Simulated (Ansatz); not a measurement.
# AuBrH2O: one species, many methods

One table from this session's results is given with a row withheld; the runs are named, their logs left out.

Program: Ansatz 0.2.0, Gaussian basis. Level of theory: functionals in def2-TZVPP, the program's frozen cores in correlated methods. These are calculated values, not measurements.

Plan: LDA (SPW92), PBE-D4, revPBE-D4, BLYP-D4, r2SCAN-D4, B97M-V, PBE0-D4, B3LYP-D4, r2SCANh-D4, r2SCAN0-D4, HSE06-D4, BHLYP-D4, CAM-B3LYP-D4, LC-ωPBE, ωB97X-V, ωB97M-V, B2PLYP, PBE-QIDH; CCSD(T)/def2-SVP; CCSD(T)/def2-TZVPP; CCSD(T)/def2-QZVPP; extrapolation to the limit; RPA on PBE.

1 further run of the same task is left out (for a known fault of the program).

**The relaxed structure**

An earlier PBE0-D4 in a triple-zeta def2 set relaxation fixed the geometry. Au takes the def2 core potential; no spin-orbit term is included.

SMILES `[OH2+][Au-][Br]`, 5 atoms, charge 0, spin multiplicity 1.

Atoms are counted from 1 here; the program's logs count them from 0.

Bond lengths: O1–Au2 2.165 Å, O1–H4 0.963 Å, O1–H5 0.963 Å, Au2–Br3 2.341 Å. Angles: Au2–O1–H4 111.7°, Au2–O1–H5 111.7°, H4–O1–H5 107.0°, O1–Au2–Br3 179.8°.

Set-up of the first run:

Contents of in.yaml:

```yaml
crystal:
  periodic: [false, false, false]
  atoms:
    - {symbol: O, position_ang: [-0.767499, 0.823561, -0.430330]}
    - {symbol: Au, position_ang: [0.756443, -0.410401, 0.488493]}
    - {symbol: Br, position_ang: [2.407266, -1.738220, 1.485138]}
    - {symbol: H, position_ang: [-1.651967, 0.563212, -0.152223]}
    - {symbol: H, position_ang: [-0.744233, 0.761857, -1.391088]}
basis:
  gaussian: {orbitals: def2-TZVPP}
hamiltonian: {xc: lda}
output: {orbitals: {seedname: orbitals}}
```

On the command line:

```
ansatz run in.yaml --threads 2 --pin off --events-out ev --progress --plain --max-ram 32768MiB --backend cpu
```

Steps of the session up to this table: LDA; PBE-D4 (GGA); revPBE-D4 (GGA); BLYP-D4 (GGA); r2SCAN-D4 (meta-GGA); B97M-V (meta-GGA); PBE0-D4 (hybrid); B3LYP-D4 (hybrid); r2SCANh-D4 (hybrid); r2SCAN0-D4 (hybrid); HSE06-D4 (hybrid); BHLYP-D4 (hybrid); CAM-B3LYP-D4 (range-separated); LC-ωPBE (range-separated); ωB97X-V (range-separated); ωB97M-V (range-separated); B2PLYP (double hybrid); PBE-QIDH (double hybrid).

One of the session's tables, all rows but one given; the rest of the session is left out.

It belongs to the step «Orbital energies across the functionals». 

| functional | HOMO (eV) | LUMO (eV) | gap (eV) |
| --- | --- | --- | --- |
| LDA (SPW92) | -5.87 | -2.79 | 3.08 |
| PBE-D4 | -5.66 | -2.58 | 3.09 |
| revPBE-D4 | -5.59 | -2.48 | 3.10 |
| BLYP-D4 | -5.52 | -2.56 | 2.96 |
| r2SCAN-D4 | ? | ? | ? |
| B97M-V | -5.95 | -2.36 | 3.59 |
| PBE0-D4 | -6.86 | -1.68 | 5.18 |
| B3LYP-D4 | -6.64 | -2.02 | 4.62 |
| r2SCANh-D4 | -6.36 | -1.90 | 4.46 |
| r2SCAN0-D4 | -7.04 | -1.44 | 5.60 |
| HSE06-D4 | -6.46 | -2.05 | 4.41 |
| BHLYP-D4 | -7.92 | -0.94 | 6.98 |
| CAM-B3LYP-D4 | -8.15 | -0.83 | 7.32 |
| LC-ωPBE | -9.41 | 0.49 | 9.91 |
| ωB97X-V | -9.12 | 0.29 | 9.41 |
| ωB97M-V | -9.03 | -0.02 | 9.01 |

Q: Estimate the row for r2SCAN-D4 from the others.

Worked estimate for «HOMO (eV)». Against the share of exact exchange, r2SCANh-D4 (0.1, -6.36), r2SCAN0-D4 (0.25, -7.04) give a slope of -4.53 per unit share; at 0 the line stands at -5.91.

As computed: HOMO (eV): -5.91; LUMO (eV): -2.22; gap (eV): 3.69. In «HOMO (eV)» the line misses by 0.00.
